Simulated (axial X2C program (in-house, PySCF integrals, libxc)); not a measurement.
**WN⁺: properties at the nuclei**

Wanted for WN⁺: properties at the nuclei, at the two-component level.

The runs use an in-house X2C program for linear molecules on PySCF integrals; two-component X2C with atomic mean-field terms, W dyall-cv3z, N dyall-av3z.

All values are calculated.

## 1. The job

task.json reads:

```json
{"zs": [74, 7], "q": 1, "bas": ["dyall-cv3z", "dyall-av3z"], "r0": 1.8, "levels": ["PBE0", "HF", "r2SCAN", "TPSSh", "BHandHLYP"], "nst": 3}
```

Keys: zs atomic numbers; q charge; bas basis sets; r0 starting distance in Å; levels methods (HF also brings MP2); nst determinants followed.

Started as:

```console
$ python soeom.py task.json out
```

Nuclei are Gaussian, cores are contracted, and the Gaunt term is on.

## 2. Expectation values, lowest determinant

R = 1.626 Å. State: Ω = 1 (excess of +ω over −ω: ω = -1/2, ω = 3/2).

Output of the PBE0 run:

```text
two-component X2C + atomic mean field  PBE0
basis functions 242  fitting functions 1182  grid points 5072
iter        total energy     max residual
   1     -16196.700519629     6.08e-05
   2     -16196.700519668     4.38e-05
   3     -16196.700519688     2.72e-05
   4     -16196.700519697     4.23e-05
   5     -16196.700519706     2.15e-05
   6     -16196.700519708     7.60e-06
converged
one-electron -22518.73529622  Coulomb 6502.47353318  exact exchange -82.39549831  xc functional -252.61531388  nuclear repulsion 168.58166990  atomic mean-field constant -14.00961438
```

The highest occupied spinor is 51% W s, 25% N p, 10% W d.

```csv
level,Eeff magnitude (GV/cm),Ws magnitude W (kHz),A∥/gI W (MHz),qzz W (a.u.),A∥/gI N (MHz),qzz N (a.u.)
PBE0,19.1,17.8,-8210,-6.55,-31.8,-0.85
HF,33,30.6,-6930,-5.78,-2.96,-1.08
r2SCAN,23.2,22.1,-8290,-7.00,-27.5,-0.82
TPSSh,18.2,16.8,-8170,-6.87,-32.2,-0.83
BHandHLYP,18.2,16.6,-8290,-6.07,-31.8,-0.95
```

Eeff is the effective electric field on the electron dipole moment in this Ω state and Ws the scalar–pseudoscalar constant (defined with the proton number Z and per Ω); A∥ is the parallel hyperfine constant, which follows by multiplying with the nuclear g factor gI = μI/(I μN); qzz is the electric field gradient, eQq0 = 234.96 MHz × Q/barn × qzz. The operators were transformed with the bare-nucleus X2C matrices.

## 3. Expectation values, a higher determinant

R = 1.626 Å. State: Ω = 1 (excess of +ω over −ω: ω = -3/2, ω = 5/2), 0.14 eV above the lowest in the PBE0 search for states (made at or near this distance, with looser thresholds).

Output of the PBE0 run:

```text
two-component X2C + atomic mean field  PBE0
basis functions 242  fitting functions 1182  grid points 5072
iter        total energy     max residual
   1     -16196.695328652     3.25e-05
   2     -16196.695328653     1.54e-05
   3     -16196.695328653     2.58e-05
   4     -16196.695328655     8.74e-06
converged
one-electron -22524.24723502  Coulomb 6508.12424673  exact exchange -82.42984172  xc functional -252.71455416  nuclear repulsion 168.58166990  atomic mean-field constant -14.00961438
```

The highest occupied spinor is 95% W d, 2% N d, 2% N f.

```csv
level,Eeff magnitude (GV/cm),Ws magnitude W (kHz),A∥/gI W (MHz),qzz W (a.u.),A∥/gI N (MHz),qzz N (a.u.)
PBE0,13.3,12.5,-3100,-0.96,-31.3,-0.55
HF,25.8,24.5,-3380,-1.31,-229,0.12
r2SCAN,15.9,15.2,-3350,-1.12,-57.5,-0.46
TPSSh,11.7,10.8,-3040,-1.37,-30.9,-0.53
BHandHLYP,15.6,14.6,-3260,-0.20,-32.9,-0.61
```

## 4. Expectation values, a higher determinant

R = 1.626 Å. State: Ω = 3 (excess of +ω over −ω: ω = 1/2, ω = 5/2), 0.58 eV above the lowest in the PBE0 search for states (made at or near this distance, with looser thresholds).

Output of the PBE0 run:

```text
two-component X2C + atomic mean field  PBE0
basis functions 242  fitting functions 1182  grid points 5072
iter        total energy     max residual
   1     -16196.679265015     9.80e-05
   2     -16196.679265024     2.40e-05
   3     -16196.679265031     7.12e-05
   4     -16196.679265033     4.65e-05
   5     -16196.679265034     3.57e-06
converged
one-electron -22518.32330094  Coulomb 6502.07431610  exact exchange -82.39389727  xc functional -252.60843844  nuclear repulsion 168.58166990  atomic mean-field constant -14.00961438
```

The highest occupied spinor is 51% W s, 25% N p, 10% W d.

```csv
level,Eeff magnitude (GV/cm),Ws magnitude W (kHz),A∥/gI W (MHz),qzz W (a.u.),A∥/gI N (MHz),qzz N (a.u.)
PBE0,17.6,5.63,3610,-7.03,12.8,-0.87
HF,30.3,9.45,3080,-6.01,-1.44,-1.08
r2SCAN,21.6,7.06,3670,-7.52,13.7,-0.84
TPSSh,16.7,5.35,3610,-7.38,14.3,-0.85
BHandHLYP,16.4,5.16,3610,-6.49,9.73,-0.97
```

## 5. Outcome

| quantity | value |
| --- | --- |
| lowest determinant | Ω = 1 (excess of +ω over −ω: ω = -1/2, ω = 3/2) |
| Eeff magnitude (GV/cm), PBE0 | 19.1 |
| Ws magnitude W (kHz), PBE0 | 17.8 |
| A∥/gI W (MHz), PBE0 | -8210 |
| qzz W (a.u.), PBE0 | -6.55 |
| higher determinant | Ω = 1 (excess of +ω over −ω: ω = -3/2, ω = 5/2) |
| Eeff magnitude (GV/cm), PBE0, higher determinant | 13.3 |
| Ws magnitude W (kHz), PBE0, higher determinant | 12.5 |
| A∥/gI W (MHz), PBE0, higher determinant | -3100 |
| qzz W (a.u.), PBE0, higher determinant | -0.96 |
| higher determinant | Ω = 3 (excess of +ω over −ω: ω = 1/2, ω = 5/2) |
| Eeff magnitude (GV/cm), PBE0, higher determinant | 17.6 |
| Ws magnitude W (kHz), PBE0, higher determinant | 5.63 |
| A∥/gI W (MHz), PBE0, higher determinant | 3610 |
| qzz W (a.u.), PBE0, higher determinant | -7.03 |

What this shows: In the first state, the effective field runs from 18.2 to 33 GV/cm over the mean-field levels. The expectation values come from single determinants, which for open shells can mix terms of unlike spin or miss the lowest Ω, so a determinant need not be a state. Eeff is the effective electric field on the electron dipole moment in this Ω state and Ws the scalar–pseudoscalar constant (defined with the proton number Z and per Ω); A∥ is the parallel hyperfine constant, which follows by multiplying with the nuclear g factor gI = μI/(I μN); qzz is the electric field gradient, eQq0 = 234.96 MHz × Q/barn × qzz. The operators were transformed with the bare-nucleus X2C matrices.
